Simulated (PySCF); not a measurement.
**A gas-phase reaction: H4SSi + AlCl3 → AlCl2H3SSi + ClH**

What reaction energy should one expect for `[SiH3]S` + `[Cl][Al]([Cl])[Cl]` → `[SiH3][S][Al]([Cl])[Cl]` + `Cl`?

Programs: PySCF 2.14.0. All values are calculated, for the isolated system unless a continuum is named. Atoms count from 0, parts from 1.

### Step 1. The system as given

Each species was relaxed by itself at PBE0-D3(BJ)/def2-SVPD.

### Step 2. Reaction energy: wB97M-D3(BJ)/def2-TZVPD

The job: settings as JSON, then the geometry in Å.

```
{"job": {"kind": "react", "xc": "wB97M-D3(BJ)", "basis": "def2-TZVPD"}, "charge": 0, "multiplicity": 1}
-1 H4SSi charge 0 multiplicity 1
Si    -0.276660    -0.455080    -0.158860
S      0.911000     0.763620     1.166690
H      0.432140    -0.697090    -1.448290
H     -1.598950     0.177030    -0.433900
H     -0.463490    -1.738090     0.573110
H      0.959620     1.832800     0.340510

-1 AlCl3 charge 0 multiplicity 1
Cl     1.069590    -1.287190     1.217460
Al     0.003600     0.007030    -0.023670
Cl     0.067900    -0.246040    -2.093320
Cl    -1.130020     1.549750     0.805280

+1 AlCl2H3SSi charge 0 multiplicity 1
Si     1.010520    -0.841000     0.754860
S      0.100040    -0.864880    -1.219930
Al    -1.178050     0.867380    -1.064370
Cl    -2.367470     1.432800    -2.689650
Cl    -1.245700     2.002340     0.702040
H      1.752260     0.430070     0.974660
H     -0.024360    -1.031310     1.807090
H      1.950700    -1.994850     0.734660

+1 ClH charge 0 multiplicity 1
Cl     0.644580    -0.011530     0.002960
H     -0.643370     0.012640    -0.007100
```

With the program's defaults for keys left out, this is: wB97M-D3(BJ)/def2-TZVPD reaction energy of separated species, gas phase.

Command:

```console
$ OMP_NUM_THREADS=1 python cluster_run.py task.json out
```

The driver reads the jobs from task.json and runs them one after another.

Log:

```text
species 1 (H4SSi)
coarse grid: 22616 points
cycle   1  E = -690.1873868788  dE = -1.714e-01  |g| = 2.535e-01  |ddm| = 1.718e+00
cycle   2  E = -690.2033490038  dE = -1.596e-02  |g| = 1.667e-01  |ddm| = 3.839e-01
cycle   3  E = -690.2103049130  dE = -6.956e-03  |g| = 2.003e-02  |ddm| = 1.601e-01
cycle   4  E = -690.2104364019  dE = -1.315e-04  |g| = 5.830e-03  |ddm| = 2.792e-02
cycle   5  E = -690.2104544325  dE = -1.803e-05  |g| = 1.303e-03  |ddm| = 1.054e-02
cycle   6  E = -690.2104555384  dE = -1.106e-06  |g| = 3.509e-04  |ddm| = 2.831e-03
final grid: 45160 points
cycle   7  E = -690.2104221304  dE = -8.659e-08  |g| = 2.206e-04  |ddm| = 1.567e-03
cycle   8  E = -690.2104221433  dE = -1.283e-08  |g| = 1.460e-04  |ddm| = 4.574e-04
cycle   9  E = -690.2104221476  dE = -4.327e-09  |g| = 2.024e-05  |ddm| = 1.365e-04
cycle  10  E = -690.2104221481  dE = -4.861e-10  |g| = 6.099e-06  |ddm| = 6.015e-05
converged SCF energy = -690.2104221481

species 2 (AlCl3)
coarse grid: 25304 points
cycle   1  E = -1623.4305193751  dE =  2.596e-01  |g| = 4.152e-01  |ddm| = 1.809e+00
cycle   2  E = -1623.4577614429  dE = -2.724e-02  |g| = 3.577e-01  |ddm| = 7.665e-01
cycle   3  E = -1623.4872136881  dE = -2.945e-02  |g| = 2.159e-02  |ddm| = 3.206e-01
cycle   4  E = -1623.4874343929  dE = -2.207e-04  |g| = 6.124e-03  |ddm| = 3.974e-02
cycle   5  E = -1623.4874654555  dE = -3.106e-05  |g| = 1.814e-03  |ddm| = 1.584e-02
cycle   6  E = -1623.4874668076  dE = -1.352e-06  |g| = 5.025e-04  |ddm| = 2.091e-03
final grid: 47128 points
cycle   7  E = -1623.4873867809  dE = -1.742e-07  |g| = 2.398e-04  |ddm| = 1.281e-03
cycle   8  E = -1623.4873868042  dE = -2.329e-08  |g| = 1.610e-04  |ddm| = 3.158e-04
cycle   9  E = -1623.4873868116  dE = -7.378e-09  |g| = 3.595e-05  |ddm| = 1.514e-04
cycle  10  E = -1623.4873868129  dE = -1.351e-09  |g| = 1.516e-05  |ddm| = 7.948e-05
cycle  11  E = -1623.4873868130  dE = -7.458e-11  |g| = 1.104e-06  |ddm| = 2.552e-05
converged SCF energy = -1623.4873868130

species 3 (AlCl2H3SSi)
coarse grid: 39128 points
cycle   1  E = -1852.7508658194  dE =  2.193e-01  |g| = 4.382e-01  |ddm| = 2.368e+00
cycle   2  E = -1852.7854317570  dE = -3.457e-02  |g| = 3.567e-01  |ddm| = 7.894e-01
cycle   3  E = -1852.8152491867  dE = -2.982e-02  |g| = 2.927e-02  |ddm| = 3.424e-01
cycle   4  E = -1852.8156128570  dE = -3.637e-04  |g| = 1.046e-02  |ddm| = 4.926e-02
cycle   5  E = -1852.8156690546  dE = -5.620e-05  |g| = 4.336e-03  |ddm| = 2.188e-02
cycle   6  E = -1852.8156769759  dE = -7.921e-06  |g| = 7.706e-04  |ddm| = 5.181e-03
final grid: 75176 points
cycle   7  E = -1852.8156765101  dE = -6.552e-07  |g| = 4.146e-04  |ddm| = 3.441e-03
cycle   8  E = -1852.8156766244  dE = -1.144e-07  |g| = 2.544e-04  |ddm| = 7.858e-04
cycle   9  E = -1852.8156766515  dE = -2.705e-08  |g| = 8.536e-05  |ddm| = 3.149e-04
cycle  10  E = -1852.8156766620  dE = -1.057e-08  |g| = 2.347e-05  |ddm| = 2.970e-04
cycle  11  E = -1852.8156766623  dE = -2.965e-10  |g| = 5.889e-06  |ddm| = 4.141e-05
converged SCF energy = -1852.8156766623

species 4 (ClH)
coarse grid: 8792 points
cycle   1  E = -460.8503333551  dE = -8.165e-02  |g| = 2.169e-01  |ddm| = 7.239e-01
cycle   2  E = -460.8625128506  dE = -1.218e-02  |g| = 1.397e-01  |ddm| = 2.651e-01
cycle   3  E = -460.8670522370  dE = -4.539e-03  |g| = 1.358e-02  |ddm| = 9.818e-02
cycle   4  E = -460.8670933204  dE = -4.108e-05  |g| = 3.364e-03  |ddm| = 9.545e-03
cycle   5  E = -460.8670995689  dE = -6.249e-06  |g| = 8.516e-04  |ddm| = 3.915e-03
final grid: 17120 points
cycle   6  E = -460.8670682167  dE = -3.714e-07  |g| = 3.675e-04  |ddm| = 8.886e-04
cycle   7  E = -460.8670682630  dE = -4.626e-08  |g| = 1.617e-04  |ddm| = 3.980e-04
cycle   8  E = -460.8670682695  dE = -6.571e-09  |g| = 4.220e-05  |ddm| = 1.295e-04
cycle   9  E = -460.8670682709  dE = -1.313e-09  |g| = 3.965e-06  |ddm| = 6.530e-05
cycle  10  E = -460.8670682709  dE = -4.718e-12  |g| = 8.162e-07  |ddm| = 3.308e-06
converged SCF energy = -460.8670682709

Reaction energy = 8.417 kcal/mol
```

It took 44 s on 1 thread of AMD EPYC 7R43, shared host; peak memory 1.1 GiB.

Species by species (with the dispersion term, which the log's SCF energies lack):

```csv
ν,species,energy (Eh),HOMO (eV)
-1,[SiH3]S,-690.21548,-9.79
-1,[Cl][Al]([Cl])[Cl],-1623.49168,-11.74
+1,[SiH3][S][Al]([Cl])[Cl],-1852.82613,-10.33
+1,Cl,-460.86761,-11.93
```

### Step 3. Reaction energy: PBE0-D3(BJ)/def2-TZVPD

Settings changed since step 2:

```diff
@@ -1,2 +1,2 @@
-{"job": {"kind": "react", "xc": "wB97M-D3(BJ)", "basis": "def2-TZVPD"}, "charge": 0, "multiplicity": 1}
+{"job": {"kind": "react", "xc": "PBE0", "basis": "def2-TZVPD", "disp": "d3bj"}, "charge": 0, "multiplicity": 1}
 -1 H4SSi charge 0 multiplicity 1
```

With the program's defaults for keys left out, this is: PBE0-D3(BJ)/def2-TZVPD reaction energy of separated species, gas phase.

Log:

```text
species 1 (H4SSi)
coarse grid: 5728 points
cycle   1  E = -689.8494392179  dE = -1.326e-01  |g| = 2.061e-01  |ddm| = 1.655e+00
cycle   2  E = -689.8493097880  dE =  1.294e-04  |g| = 2.074e-01  |ddm| = 3.949e-01
cycle   3  E = -689.8615142915  dE = -1.220e-02  |g| = 2.621e-02  |ddm| = 2.079e-01
cycle   4  E = -689.8616395621  dE = -1.253e-04  |g| = 3.960e-03  |ddm| = 1.920e-02
cycle   5  E = -689.8616428321  dE = -3.270e-06  |g| = 2.290e-03  |ddm| = 5.648e-03
final grid: 45160 points
cycle   6  E = -689.8622870301  dE = -8.713e-06  |g| = 5.142e-03  |ddm| = 2.099e-02
cycle   7  E = -689.8622870854  dE = -5.533e-08  |g| = 4.496e-03  |ddm| = 7.971e-03
cycle   8  E = -689.8622916676  dE = -4.582e-06  |g| = 3.836e-04  |ddm| = 4.192e-03
cycle   9  E = -689.8622917165  dE = -4.898e-08  |g| = 6.849e-05  |ddm| = 3.343e-04
cycle  10  E = -689.8622917179  dE = -1.385e-09  |g| = 1.415e-05  |ddm| = 6.206e-05
cycle  11  E = -689.8622917180  dE = -5.048e-11  |g| = 4.939e-06  |ddm| = 1.504e-05
converged SCF energy = -689.8622917180

species 2 (AlCl3)
coarse grid: 6496 points
cycle   1  E = -1622.6857241007  dE =  2.602e-01  |g| = 3.813e-01  |ddm| = 1.905e+00
cycle   2  E = -1622.6708738422  dE =  1.485e-02  |g| = 4.770e-01  |ddm| = 8.936e-01
cycle   3  E = -1622.7268621803  dE = -5.599e-02  |g| = 4.827e-02  |ddm| = 4.732e-01
cycle   4  E = -1622.7273036204  dE = -4.414e-04  |g| = 1.797e-02  |ddm| = 4.126e-02
cycle   5  E = -1622.7273865871  dE = -8.297e-05  |g| = 1.395e-03  |ddm| = 1.458e-02
cycle   6  E = -1622.7273870256  dE = -4.384e-07  |g| = 3.104e-04  |ddm| = 1.424e-03
final grid: 47128 points
cycle   7  E = -1622.7288702339  dE = -1.561e-05  |g| = 4.239e-03  |ddm| = 1.326e-02
cycle   8  E = -1622.7288703607  dE = -1.268e-07  |g| = 3.506e-03  |ddm| = 5.683e-03
cycle   9  E = -1622.7288723949  dE = -2.034e-06  |g| = 5.877e-04  |ddm| = 3.282e-03
cycle  10  E = -1622.7288724916  dE = -9.665e-08  |g| = 6.824e-05  |ddm| = 5.214e-04
cycle  11  E = -1622.7288724926  dE = -1.088e-09  |g| = 1.106e-05  |ddm| = 6.073e-05
cycle  12  E = -1622.7288724927  dE = -1.933e-11  |g| = 3.224e-06  |ddm| = 9.108e-06
converged SCF energy = -1622.7288724927

species 3 (AlCl2H3SSi)
coarse grid: 9984 points
cycle   1  E = -1851.8673492008  dE =  2.070e-01  |g| = 3.907e-01  |ddm| = 2.398e+00
cycle   2  E = -1851.8546398970  dE =  1.271e-02  |g| = 4.658e-01  |ddm| = 9.069e-01
cycle   3  E = -1851.9094631764  dE = -5.482e-02  |g| = 5.583e-02  |ddm| = 4.891e-01
cycle   4  E = -1851.9100816012  dE = -6.184e-04  |g| = 2.267e-02  |ddm| = 5.436e-02
cycle   5  E = -1851.9102283326  dE = -1.467e-04  |g| = 3.166e-03  |ddm| = 2.191e-02
cycle   6  E = -1851.9102306540  dE = -2.321e-06  |g| = 1.602e-03  |ddm| = 3.936e-03
final grid: 75176 points
cycle   7  E = -1851.9118031078  dE = -1.983e-05  |g| = 6.312e-03  |ddm| = 3.106e-02
cycle   8  E = -1851.9118001268  dE =  2.981e-06  |g| = 6.388e-03  |ddm| = 1.160e-02
cycle   9  E = -1851.9118098613  dE = -9.735e-06  |g| = 6.851e-04  |ddm| = 6.910e-03
cycle  10  E = -1851.9118100245  dE = -1.631e-07  |g| = 1.455e-04  |ddm| = 7.625e-04
cycle  11  E = -1851.9118100303  dE = -5.780e-09  |g| = 3.016e-05  |ddm| = 1.436e-04
cycle  12  E = -1851.9118100305  dE = -2.447e-10  |g| = 9.995e-06  |ddm| = 3.049e-05
converged SCF energy = -1851.9118100305

species 4 (ClH)
coarse grid: 2248 points
cycle   1  E = -460.6537835660  dE = -4.644e-02  |g| = 1.882e-01  |ddm| = 7.411e-01
cycle   2  E = -460.6558523299  dE = -2.069e-03  |g| = 1.902e-01  |ddm| = 3.151e-01
cycle   3  E = -460.6653810609  dE = -9.529e-03  |g| = 1.506e-02  |ddm| = 1.513e-01
cycle   4  E = -460.6654031180  dE = -2.206e-05  |g| = 2.693e-03  |ddm| = 7.323e-03
cycle   5  E = -460.6654046658  dE = -1.548e-06  |g| = 1.111e-03  |ddm| = 2.553e-03
final grid: 17120 points
cycle   6  E = -460.6658903310  dE = -4.428e-06  |g| = 2.164e-03  |ddm| = 7.333e-03
cycle   7  E = -460.6658903604  dE = -2.939e-08  |g| = 1.795e-03  |ddm| = 2.512e-03
cycle   8  E = -460.6658909784  dE = -6.180e-07  |g| = 1.533e-04  |ddm| = 1.363e-03
cycle   9  E = -460.6658909853  dE = -6.897e-09  |g| = 2.146e-05  |ddm| = 1.086e-04
cycle  10  E = -460.6658909854  dE = -1.038e-10  |g| = 4.934e-06  |ddm| = 1.680e-05
converged SCF energy = -460.6658909854

Reaction energy = 7.087 kcal/mol
```

Run time: 23 s. Hardware: 1 thread of AMD EPYC 7R43, shared host; peak memory 0.85 GiB.

Reaction energy at this level: 7.09 kcal/mol.

### Step 4. Side by side

Energies in kcal/mol, with wall time:

```csv
run,reaction,time
wB97M-D3(BJ)/def2-TZVPD,8.42,44 s
PBE0-D3(BJ)/def2-TZVPD,7.09,23 s
```

### Step 5. What came out

| quantity | value |
| --- | --- |
| reaction energy (wB97M-D3(BJ)/def2-TZVPD) | 8.42 kcal/mol |
| ΔH, ΔG at 298 K (xTB thermal terms) | +8.0, +8.9 kcal/mol |
| range of the reaction energy over the runs of this table | 7.09 to 8.42 kcal/mol |

What this shows: The reaction is endothermic by 8.0 kcal/mol in the gas phase; dispersion gives -1.04, and xTB itself gave 18.43 for the electronic energy (xTB energies and thermal terms come from the earlier relaxation of each species, not shown). No barrier was sought. xTB and this level differ widely in the electronic energy, so what comes from xTB (the thermal terms above all) is less safe here. The reaction energy runs from 7.09 (PBE0-D3(BJ)/def2-TZVPD) to 8.42 kcal/mol (wB97M-D3(BJ)/def2-TZVPD).
